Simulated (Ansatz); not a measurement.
# PtSeS4: the cost of one run

Method: DFT PBE, scalar-relativistic, plane waves, PAW, in Ansatz 0.2.0.

### 1 The starting structure

It takes space group P-3m1 (No. 164, trigonal). Conventional cell: a = 4.183 Å, b = 4.183 Å, c = 10.714 Å, α = 90.00°, β = 90.00°, γ = 120.00°. Around Pt (site symmetry -3m) lie 6 S at 3.36 Å. Se (site symmetry -3m) has 6 S at 3.24 Å in its first shell of neighbours. Around S (site symmetry 3m) lie 3 S at 2.56 Å and 3 Pt at 3.36 Å. S (site symmetry 3m) has 3 S at 2.56 Å in its first shell of neighbours.

Coordinates:

```xyz
6
Lattice="4.1830 0.0000 0.0000 -2.0915 3.6226 0.0000 0.0000 0.0000 10.7141" Properties=species:S:1:pos:R:3 pbc="T T T"
Pt    0.0000    0.0000    5.3571
Se    0.0000    0.0000    0.0000
S     2.0915    1.2075    7.6927
S     2.0915    1.2075    2.1616
S     0.0000    2.4151    8.5525
S     0.0000    2.4151    3.0214
```

Recipe of the guess: species swapped into a database cell of SrCaSi4 (P-3m1, No. 164), with Pt on the Sr sites, Se on the Ca sites and S on the Si sites. Lengths come from tabulated atomic sizes and are only a guess.

### 2 A first look at the guess

File input.yaml:

```yaml
crystal:
  lattice:
    - [4.18301207, 0.0, 0.0]
    - [-2.09150604, 3.62259472, 0.0]
    - [0.0, 0.0, 10.71411348]
  atoms:
    - { symbol: Pt, position: [0.0, 0.0, 0.5] }
    - { symbol: Se, position: [0.0, 0.0, 0.0] }
    - { symbol: S, position: [0.66666667, 0.33333333, 0.71799642] }
    - { symbol: S, position: [0.66666667, 0.33333333, 0.20175435] }
    - { symbol: S, position: [0.33333333, 0.66666667, 0.79824565] }
    - { symbol: S, position: [0.33333333, 0.66666667, 0.28200358] }
basis:
  ecutwfc: 420
kpoints:
  mp_grid: { grid: [6, 6, 2] }
hamiltonian:
  xc: pbe
scf:
  occupations: { method: gaussian, width: 0.1 }
  lower_state_search: "off"
output:
  forces: true
  stress: true
  eigenvalues: true
```

The run is started by

```sh
$ ansatz run input.yaml --threads 1 --pin off --max-ram 2560MiB --backend cpu --events-out ev --progress --plain --runs-dir out
```

Q: Estimate wall time and peak memory on 1 thread of Intel Xeon Platinum 8488C (Sapphire Rapids), shared host.

About 3.3 s, with a peak of 0.45 GiB.
